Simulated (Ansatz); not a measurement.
# Cl3FHf: the cost of one run

Program: Ansatz 0.2.0. Level of theory: RHF/def2-SVP. These are calculated values, not measurements.

## 1. The system as given

Bond lengths: Hf1–F2 1.980 Å, Hf1–Cl3 2.520 Å, Hf1–Cl4 2.518 Å, Hf1–Cl5 2.518 Å. Angles: F2–Hf1–Cl3 109.5°, F2–Hf1–Cl4 109.5°, F2–Hf1–Cl5 109.5°, Cl3–Hf1–Cl4 109.5°, Cl3–Hf1–Cl5 109.5°, Cl4–Hf1–Cl5 109.5°.

As a file:

```xyz
5

Hf    0.0000    0.0000    0.0000
F     0.0000    0.0000    1.9800
Cl    2.3764    0.0000   -0.8392
Cl   -1.1869    2.0563   -0.8392
Cl   -1.1869   -2.0563   -0.8392
```

## 2. Preparing the start

File input.yaml:

```yaml
crystal:
  periodic: [false, false, false]
  atoms:
    - { symbol: Hf, position_ang: [0.0, 0.0, 0.0] }
    - { symbol: F, position_ang: [0.0, 0.0, 1.98] }
    - { symbol: Cl, position_ang: [2.3764, 0.0, -0.8392] }
    - { symbol: Cl, position_ang: [-1.1869, 2.0563, -0.8392] }
    - { symbol: Cl, position_ang: [-1.1869, -2.0563, -0.8392] }
basis:
  gaussian: { orbitals: def2-SVP }
hamiltonian:
  xc: hf
relax:
  f_tol: 0.02
  max_steps: 40
```

The run is started by

```console
> ansatz run input.yaml --threads 1 --pin off --max-ram 2048MiB --backend cpu --events-out ev --progress --plain --runs-dir out
```

What time and memory should one allow on 1 thread of Arm Neoverse V2, shared host?

About 11 s, with a peak of 0.21 GiB.
